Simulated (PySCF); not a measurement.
# C16H10: NMR shifts, electronic excitations

What do calculations give for the NMR shifts, electronic excitations of C16H10 (`C1=C2C(=Cc3ccccc32)c2ccccc21`)?

Computed with PySCF 2.14.0 and routines of our own; the level stands in each step. Atoms count from 0.

### 1 The starting structure

26 atoms, charge 0, multiplicity 1; geometry from: GFN2-xTB.

### 2 Geometry optimisation at PBE0-D3(BJ)/def2-SVP

What the job is given:

```
{"job": {"xc": "PBE0", "basis": "def2-SVP", "d3": "d3bj", "grid": 1, "kind": "geom"}, "charge": 0, "multiplicity": 1}
C      0.451431    -1.646500    -0.213233
C     -0.386456    -0.611543     0.011695
C      0.385440     0.612981     0.248468
C     -0.452309     1.647934     0.473759
C     -1.819939     1.142256     0.393945
C     -3.026404     1.792116     0.548337
C     -4.200898     1.053968     0.418396
C     -4.164686    -0.300268     0.141234
C     -2.952100    -0.968871    -0.016812
C     -1.786245    -0.249113     0.109295
C      1.785177     0.250471     0.151738
C      2.951074     0.969856     0.279518
C      4.163693     0.301177     0.121893
C      4.199899    -1.052955    -0.155744
C      3.025362    -1.791044    -0.285977
C      1.818928    -1.140826    -0.133020
H      0.203658    -2.673486    -0.417980
H     -0.204322     2.674762     0.678928
H     -3.062939     2.850107     0.765536
H     -5.153937     1.548251     0.536443
H     -5.089015    -0.850793     0.045420
H     -2.929960    -2.026664    -0.232769
H      2.928788     2.027363     0.497236
H      5.088100     0.851386     0.218312
H      5.152788    -1.547618    -0.273698
H      3.062245    -2.849379    -0.501843
```

Launch:

```console
OMP_NUM_THREADS=2 python large_run.py task.json out
```

One launch serves the whole session: the jobs run in the order shown.

Output:

```text
step   0  E = -614.57626004  max force = 0.010196
step   1  E = -614.57909519  max force = 0.002173
step   2  E = -614.57909944  max force = 0.001289
step   3  E = -614.57911540  max force = 0.000577
step   4  E = -614.57911695  max force = 0.000343
optimisation converged
```

Wall time 45 s (2 threads of AMD EPYC 9B45, shared host); peak memory 1.6 GiB.

Relaxation path:

```csv
step,energy from step 0 (eV),largest force component (eV/Å)
0,0.0000,0.5243
1,-0.0771,0.1117
2,-0.0773,0.0663
3,-0.0777,0.0297
4,-0.0777,0.0176
```

Close pairs (by a distance rule), those that changed most:

```csv
bond,before (Å),after (Å),change (Å)
C3–H17,1.076,1.091,+0.015
C0–H16,1.076,1.091,+0.015
C0–C15,1.460,1.473,+0.013
C3–C4,1.460,1.473,+0.013
C8–H21,1.080,1.093,+0.013
C11–H22,1.080,1.093,+0.013
C6–H19,1.080,1.093,+0.012
C13–H24,1.080,1.093,+0.012
```

The end geometry stands in the next job.

```csv
at the end point,value
point group (found at 0.08 Å tolerance),C2h
"rotational constants (GHz, main isotopes)","1.933, 0.308, 0.266"
dipole moment (D),0.00
```

### 3 NMR shifts: GIAO PBE0/pcSseg-2

What the job is given:

```
{"job": {"kind": "nmr", "xc": "PBE0", "basis": "pcSseg-2", "pop": true}, "charge": 0, "multiplicity": 1}
C      0.445610    -1.710641    -0.253529
C     -0.399077    -0.671588    -0.026131
C      0.377760     0.550171     0.211016
C     -0.467090     1.589097     0.438436
C     -1.847894     1.082082     0.358418
C     -3.062600     1.734733     0.513452
C     -4.248791     0.997394     0.381655
C     -4.212919    -0.365830     0.100628
C     -2.989035    -1.034404    -0.057461
C     -1.812585    -0.314492     0.071100
C      1.791354     0.193206     0.113858
C      2.968210     0.912456     0.242390
C      4.192120     0.243882     0.084429
C      4.227681    -1.119347    -0.196571
C      3.041045    -1.855983    -0.328324
C      1.826284    -1.203350    -0.173418
H      0.183621    -2.749315    -0.461653
H     -0.205074     2.627760     0.646601
H     -3.098356     2.804553     0.733830
H     -5.211795     1.499369     0.501089
H     -5.147806    -0.922431     0.002040
H     -2.968995    -2.104361    -0.277546
H      2.948425     1.982406     0.462468
H      5.127097     0.800322     0.183081
H      5.190490    -1.621713    -0.315979
H      3.076539    -2.925815    -0.548664
```

Method: GIAO PBE0/pcSseg-2 NMR shielding, non-relativistic, gas phase.

Output:

```text
nearly dependent basis: matrix products in double precision
start: PBE on a coarse grid of 22490 points
cycle   1  E = -614.9826840037  dE =  2.504e+00  |g| = 7.151e-01  |ddm| = 4.571e+00
cycle   2  E = -614.8417875247  dE =  1.409e-01  |g| = 1.008e+00  |ddm| = 2.035e+00
cycle   3  E = -615.1197826806  dE = -2.780e-01  |g| = 1.854e-01  |ddm| = 1.246e+00
cycle   4  E = -615.1264998766  dE = -6.717e-03  |g| = 9.237e-02  |ddm| = 2.479e-01
cycle   5  E = -615.1284120942  dE = -1.912e-03  |g| = 3.303e-02  |ddm| = 1.007e-01
cycle   6  E = -615.1286272365  dE = -2.151e-04  |g| = 1.616e-02  |ddm| = 4.172e-02
cycle   7  E = -615.1286956061  dE = -6.837e-05  |g| = 6.851e-03  |ddm| = 1.801e-02
final grid: 211200 points
cycle   8  E = -615.1804166565  dE = -9.852e-03  |g| = 4.286e-02  |ddm| = 9.727e-01
cycle   9  E = -615.1802527406  dE =  1.639e-04  |g| = 4.655e-02  |ddm| = 1.132e-01
cycle  10  E = -615.1807855933  dE = -5.329e-04  |g| = 1.971e-02  |ddm| = 6.329e-02
cycle  11  E = -615.1808920507  dE = -1.065e-04  |g| = 4.138e-03  |ddm| = 1.908e-02
cycle  12  E = -615.1808961356  dE = -4.085e-06  |g| = 1.431e-03  |ddm| = 4.606e-03
cycle  13  E = -615.1808966036  dE = -4.680e-07  |g| = 5.628e-04  |ddm| = 1.890e-03
cycle  14  E = -615.1808966929  dE = -8.928e-08  |g| = 1.731e-04  |ddm| = 6.842e-04
cycle  15  E = -615.1808967019  dE = -9.088e-09  |g| = 7.446e-05  |ddm| = 2.541e-04
converged SCF energy = -615.1808967019

GIAO shielding tensors (ppm)
atom      isotropic    diamagn.    paramagn.     s11        s22        s33       span
  0 C       44.874     267.633    -222.759    -36.817     36.946    134.492    171.308
  1 C       22.934     260.504    -237.571    -54.765     26.169     97.397    152.162
  2 C       22.944     260.278    -237.334    -54.770     26.216     97.387    152.158
  3 C       44.850     267.554    -222.704    -36.835     36.906    134.477    171.312
  4 C       22.148     256.219    -234.070    -59.201      4.713    120.933    180.134
  5 C       51.886     261.947    -210.061    -45.149     35.184    165.622    210.771
  6 C       46.413     249.100    -202.687    -64.390     34.818    168.811    233.201
  7 C       47.044     247.971    -200.926    -63.721     36.333    168.520    232.241
  8 C       52.834     260.991    -208.157    -45.656     33.467    170.691    216.348
  9 C       37.492     254.463    -216.971    -57.301     18.709    151.068    208.369
 10 C       37.513     254.446    -216.933    -57.283     18.715    151.106    208.388
 11 C       52.854     260.971    -208.117    -45.586     33.448    170.699    216.285
 12 C       47.047     248.082    -201.034    -63.730     36.346    168.526    232.256
 13 C       46.406     249.183    -202.777    -64.424     34.834    168.807    233.231
 14 C       51.877     261.796    -209.919    -45.142     35.163    165.611    210.752
 15 C       22.125     256.188    -234.063    -59.260      4.723    120.912    180.172
 16 H       24.875      36.256     -11.381     23.289     23.756     27.581      4.292
 17 H       24.876      36.452     -11.576     23.290     23.756     27.582      4.292
 18 H       24.419      32.204      -7.785     21.981     23.662     27.614      5.632
 19 H       24.332      24.957      -0.625     22.047     23.888     27.062      5.014
 20 H       24.346      25.976      -1.630     22.019     23.867     27.152      5.133
 21 H       24.213      34.422     -10.209     21.379     23.265     27.994      6.615
 22 H       24.215      34.631     -10.416     21.378     23.272     27.996      6.618
 23 H       24.345      26.127      -1.781     22.020     23.865     27.150      5.131
 24 H       24.331      24.957      -0.626     22.048     23.884     27.060      5.012
 25 H       24.421      32.037      -7.616     21.979     23.665     27.618      5.639
```

It took 49 s on 2 threads of AMD EPYC 9B45, shared host; peak memory 1.9 GiB.

The references, computed at this level on geometries of the same kind, shield at (ppm): 1H TMS 31.25, 13C TMS 184.1. Their shielding less the atom's gives the shift. The references are single molecules in the gas phase. Atoms listed in one row are averaged.

```csv
atoms,environment,σ (ppm),δ (ppm)
"C4, C15",substituted aromatic carbon,22.1,162.0
"C1, C2",fully substituted alkene carbon,22.9,161.2
"C9, C10",substituted aromatic carbon,37.5,146.6
"C0, C3",alkene CH,44.9,139.3
"C6, C13",aromatic CH,46.4,137.7
"C7, C12",aromatic CH,47.0,137.1
"C5, C14",aromatic CH,51.9,132.2
"C8, C11",aromatic CH,52.8,131.3
"H21, H22",hydrogen on an aromatic CH,24.21,7.03
"H19, H24",hydrogen on an aromatic CH,24.33,6.91
"H20, H23",hydrogen on an aromatic CH,24.35,6.90
"H18, H25",hydrogen on an aromatic CH,24.42,6.83
"H16, H17",hydrogen on an alkene CH,24.88,6.37
```

Charges from the same density, by scheme (e):

```csv
atoms,Mulliken,IAO,Hirshfeld,ESP fit
"C0, C3",-0.27,-0.14,-0.03,-0.35
"C1, C2",0.09,-0.01,-0.02,0.01
"C4, C15",0.23,0.00,-0.01,0.24
"C5, C14",-0.22,-0.16,-0.05,-0.27
"C6, C13",0.03,-0.15,-0.05,-0.10
"C7, C12",-0.02,-0.16,-0.05,-0.16
"C8, C11",-0.13,-0.15,-0.05,-0.20
"C9, C10",0.18,-0.01,-0.01,0.08
```

Mayer bond orders: C0–C1 1.74, C1–C2 1.07, C2–C3 1.74, C3–C4 1.09, C4–C5 1.45, C5–C6 1.38, C6–C7 1.43, C7–C8 1.38, C8–C9 1.47, C2–C10 1.16, C10–C11 1.47, C11–C12 1.38, C12–C13 1.43, C13–C14 1.38, C14–C15 1.45, C15–C0 1.09, C9–C1 1.16, C15–C10 1.29.

Ring of atoms C0, C1, C2, C10, C15: NICS(0) 12.6, NICS(1) 7.1, NICS(1)zz 26.7 ppm (means of both faces).

Ring of atoms C4, C5, C6, C7, C8, C9: NICS(0) -2.7, NICS(1) -5.0, NICS(1)zz -13.1 ppm (means of both faces).

### 4 NMR shifts: GIAO KT3/pcSseg-2

Settings changed since step 3:

```diff
@@ -1,2 +1,2 @@
-{"job": {"kind": "nmr", "xc": "PBE0", "basis": "pcSseg-2", "pop": true}, "charge": 0, "multiplicity": 1}
+{"job": {"kind": "nmr", "xc": "KT3", "basis": "pcSseg-2", "pop": false}, "charge": 0, "multiplicity": 1}
 C      0.445610    -1.710641    -0.253529
```

Method: GIAO KT3/pcSseg-2 NMR shielding, non-relativistic, gas phase.

Output:

```text
nearly dependent basis: matrix products in double precision
start: PBE on a coarse grid of 22490 points
cycle   1  E = -614.9826840037  dE =  2.504e+00  |g| = 7.151e-01  |ddm| = 4.571e+00
cycle   2  E = -614.8417875247  dE =  1.409e-01  |g| = 1.008e+00  |ddm| = 2.035e+00
cycle   3  E = -615.1197826806  dE = -2.780e-01  |g| = 1.854e-01  |ddm| = 1.246e+00
cycle   4  E = -615.1264998766  dE = -6.717e-03  |g| = 9.237e-02  |ddm| = 2.479e-01
cycle   5  E = -615.1284120942  dE = -1.912e-03  |g| = 3.303e-02  |ddm| = 1.007e-01
cycle   6  E = -615.1286272365  dE = -2.151e-04  |g| = 1.616e-02  |ddm| = 4.172e-02
cycle   7  E = -615.1286956061  dE = -6.837e-05  |g| = 6.851e-03  |ddm| = 1.801e-02
final grid: 211200 points
cycle   8  E = -626.2210192827  dE = -6.307e-02  |g| = 4.350e-02  |ddm| = 8.223e+00
cycle   9  E = -626.2205324885  dE =  4.868e-04  |g| = 4.889e-02  |ddm| = 3.015e-01
cycle  10  E = -626.2207345347  dE = -2.020e-04  |g| = 4.193e-02  |ddm| = 7.672e-02
cycle  11  E = -626.2212580197  dE = -5.235e-04  |g| = 1.060e-02  |ddm| = 3.996e-02
cycle  12  E = -626.2212862277  dE = -2.821e-05  |g| = 2.346e-03  |ddm| = 1.092e-02
cycle  13  E = -626.2212874984  dE = -1.271e-06  |g| = 8.809e-04  |ddm| = 2.851e-03
cycle  14  E = -626.2212876858  dE = -1.873e-07  |g| = 3.450e-04  |ddm| = 1.060e-03
cycle  15  E = -626.2212877175  dE = -3.169e-08  |g| = 1.202e-04  |ddm| = 3.985e-04
cycle  16  E = -626.2212877198  dE = -2.346e-09  |g| = 7.978e-05  |ddm| = 1.597e-04
converged SCF energy = -626.2212877198

GIAO shielding tensors (ppm)
atom      isotropic    diamagn.    paramagn.     s11        s22        s33       span
  0 C       53.920     271.505    -217.585    -14.779     44.469    132.069    146.849
  1 C       32.406     276.234    -243.827    -33.061     32.240     98.040    131.101
  2 C       32.407     276.072    -243.665    -33.074     32.276     98.020    131.094
  3 C       53.907     271.703    -217.796    -14.785     44.442    132.066    146.851
  4 C       31.402     269.162    -237.760    -38.428     15.169    117.465    155.894
  5 C       60.130     263.658    -203.529    -26.811     47.852    159.347    186.158
  6 C       55.238     251.056    -195.818    -44.675     48.154    162.236    206.911
  7 C       55.469     251.523    -196.054    -44.586     49.179    161.816    206.402
  8 C       61.671     264.892    -203.220    -26.182     46.892    164.304    190.486
  9 C       46.450     271.043    -224.593    -36.980     29.092    147.238    184.218
 10 C       46.469     270.988    -224.519    -36.962     29.099    147.270    184.232
 11 C       61.687     265.039    -203.353    -26.120     46.876    164.304    190.424
 12 C       55.475     251.703    -196.228    -44.588     49.194    161.820    206.408
 13 C       55.234     251.137    -195.903    -44.700     48.172    162.230    206.930
 14 C       60.117     263.454    -203.337    -26.812     47.837    159.325    186.137
 15 C       31.391     269.110    -237.720    -38.475     15.191    117.456    155.932
 16 H       25.317      35.798     -10.480     23.923     24.582     27.446      3.523
 17 H       25.322      36.215     -10.893     23.922     24.590     27.454      3.532
 18 H       24.900      29.918      -5.018     22.791     24.292     27.618      4.827
 19 H       24.827      20.627       4.200     22.834     24.583     27.063      4.229
 20 H       24.831      22.332       2.499     22.801     24.533     27.160      4.359
 21 H       24.749      34.233      -9.484     22.241     23.985     28.019      5.778
 22 H       24.750      34.622      -9.871     22.238     23.994     28.019      5.781
 23 H       24.832      22.583       2.249     22.804     24.535     27.157      4.353
 24 H       24.827      20.599       4.228     22.839     24.583     27.060      4.221
 25 H       24.902      29.605      -4.703     22.789     24.300     27.618      4.829
```

Run time: 28 s. Hardware: 2 threads of AMD EPYC 9B45, shared host; peak memory 1.6 GiB.

### 5 NMR shifts: GIAO PBE0/pcSseg-1 in chloroform

Settings changed since step 4:

```diff
@@ -1,2 +1,2 @@
-{"job": {"kind": "nmr", "xc": "KT3", "basis": "pcSseg-2", "pop": false}, "charge": 0, "multiplicity": 1}
+{"job": {"kind": "nmr", "xc": "PBE0", "basis": "pcSseg-1", "pop": false, "solvent": "chloroform"}, "charge": 0, "multiplicity": 1}
 C      0.445610    -1.710641    -0.253529
```

Method: GIAO PBE0/pcSseg-1 NMR shielding, non-relativistic, IEF-PCM chloroform.

Output:

```text
start: PBE on a coarse grid of 22490 points
cycle   1  E = -614.6134387235  dE =  2.529e+00  |g| = 6.279e-01  |ddm| = 6.075e+00
cycle   2  E = -614.5595510871  dE =  5.389e-02  |g| = 7.777e-01  |ddm| = 1.916e+00
cycle   3  E = -614.7248126121  dE = -1.653e-01  |g| = 1.446e-01  |ddm| = 1.185e+00
cycle   4  E = -614.7298782868  dE = -5.066e-03  |g| = 5.354e-02  |ddm| = 2.000e-01
cycle   5  E = -614.7306596453  dE = -7.814e-04  |g| = 1.918e-02  |ddm| = 8.919e-02
cycle   6  E = -614.7307430286  dE = -8.338e-05  |g| = 7.837e-03  |ddm| = 2.554e-02
final grid: 211200 points
cycle   7  E = -614.9024159852  dE = -9.070e-03  |g| = 4.311e-02  |ddm| = 6.738e-01
cycle   8  E = -614.9024207188  dE = -4.734e-06  |g| = 4.243e-02  |ddm| = 9.732e-02
cycle   9  E = -614.9028807127  dE = -4.600e-04  |g| = 1.517e-02  |ddm| = 7.112e-02
cycle  10  E = -614.9029394700  dE = -5.876e-05  |g| = 2.474e-03  |ddm| = 1.687e-02
cycle  11  E = -614.9029435659  dE = -4.096e-06  |g| = 8.261e-04  |ddm| = 3.688e-03
cycle  12  E = -614.9029441651  dE = -5.992e-07  |g| = 3.574e-04  |ddm| = 1.384e-03
cycle  13  E = -614.9029410190  dE =  3.146e-06  |g| = 8.457e-05  |ddm| = 5.075e-04
converged SCF energy = -614.9029410190

GIAO shielding tensors (ppm)
atom      isotropic    diamagn.    paramagn.     s11        s22        s33       span
  0 C       47.388     248.988    -201.600    -33.775     37.900    138.039    171.815
  1 C       30.033     253.222    -223.190    -45.372     35.382    100.088    145.460
  2 C       30.043     253.006    -222.963    -45.376     35.427    100.079    145.455
  3 C       47.364     248.981    -201.617    -33.795     37.861    138.026    171.821
  4 C       29.522     260.286    -230.764    -49.310     13.499    124.377    173.687
  5 C       54.968     244.325    -189.357    -39.666     35.856    168.713    208.379
  6 C       50.174     254.110    -203.936    -57.161     35.999    171.683    228.844
  7 C       50.561     254.591    -204.030    -56.959     37.170    171.470    228.429
  8 C       56.341     244.783    -188.442    -39.610     34.993    173.640    213.250
  9 C       44.218     253.186    -208.969    -47.743     26.726    153.669    201.412
 10 C       44.236     253.162    -208.926    -47.725     26.728    153.706    201.430
 11 C       56.362     244.970    -188.608    -39.539     34.979    173.645    213.185
 12 C       50.564     254.621    -204.057    -56.967     37.183    171.477    228.443
 13 C       50.167     254.151    -203.985    -57.194     36.014    171.680    228.874
 14 C       54.962     244.318    -189.356    -39.657     35.841    168.700    208.357
 15 C       29.500     260.376    -230.876    -49.366     13.507    124.358    173.723
 16 H       24.698      34.016      -9.317     23.189     23.884     27.022      3.833
 17 H       24.700      34.020      -9.321     23.190     23.885     27.023      3.833
 18 H       24.245      30.415      -6.170     21.489     24.200     27.046      5.558
 19 H       24.259      26.550      -2.291     21.847     24.651     26.281      4.434
 20 H       24.278      27.220      -2.942     21.849     24.589     26.396      4.547
 21 H       24.064      32.084      -8.019     20.914     23.814     27.465      6.550
 22 H       24.067      32.176      -8.109     20.913     23.821     27.466      6.553
 23 H       24.277      27.333      -3.056     21.849     24.588     26.394      4.545
 24 H       24.258      26.549      -2.291     21.847     24.648     26.279      4.432
 25 H       24.247      30.368      -6.121     21.487     24.203     27.051      5.563
```

Run time: 10 s. Hardware: 2 threads of AMD EPYC 9B45, shared host; peak memory 1.1 GiB.

(Part 1 of 2 ends here.)
